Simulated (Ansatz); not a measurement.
# ZnS: the cost of one run

Computed with Ansatz 0.2.0 (DFT PBE, scalar-relativistic, plane waves, PAW, unless a step's input says otherwise).

**1. The structure to begin with**

The structure is cubic, space group F-43m (No. 216). The conventional cell has a = 5.409 Å, b = 5.409 Å, c = 5.409 Å, α = 90.00°, β = 90.00°, γ = 90.00°. Zn (site symmetry -43m) is surrounded by 4 S at 2.34 Å. S (site symmetry -43m) is surrounded by 4 Zn at 2.34 Å.

Coordinates:

```cif
data_structure
_symmetry_space_group_name_H-M 'P 1'
_symmetry_Int_Tables_number 1
_cell_length_a 3.8250
_cell_length_b 3.8250
_cell_length_c 3.8250
_cell_angle_alpha 60.000
_cell_angle_beta 60.000
_cell_angle_gamma 60.000
_cell_volume 39.57
loop_
_atom_site_label
_atom_site_type_symbol
_atom_site_fract_x
_atom_site_fract_y
_atom_site_fract_z
_atom_site_occupancy
Zn1 Zn 0.00000 0.00000 0.00000 1
S1 S 0.75000 0.75000 0.75000 1
```

No relaxation comes first: the listed cell is the starting point.

**2. The reference: the undisturbed cell on the scan's mesh**

input.yaml reads:

```yaml
crystal:
  lattice:
    - [0.0, 2.70465, 2.70465]
    - [2.70465, 0.0, 2.70465]
    - [2.70465, 2.70465, 0.0]
  atoms:
    - { symbol: Zn, position: [0.0, 0.0, 0.0] }
    - { symbol: S, position: [0.75, 0.75, 0.75] }
basis:
  ecutwfc: 420
kpoints:
  mp_grid: { grid: [10, 10, 10] }
hamiltonian:
  xc: pbe
scf:
  occupations: { method: gaussian, width: 0.05 }
output:
  forces: true
  stress: true
  eigenvalues: true
```

Run with:

```bash
$ ansatz run input.yaml --threads 1 --pin off --max-ram 1228MiB --backend cpu --events-out ev --progress --plain --runs-dir out
```

**Question.** How long does this run take on 1 thread of an x86-64 CPU, shared host, and how much memory does it need?

About 1.9 s, with a peak of 0.42 GiB.
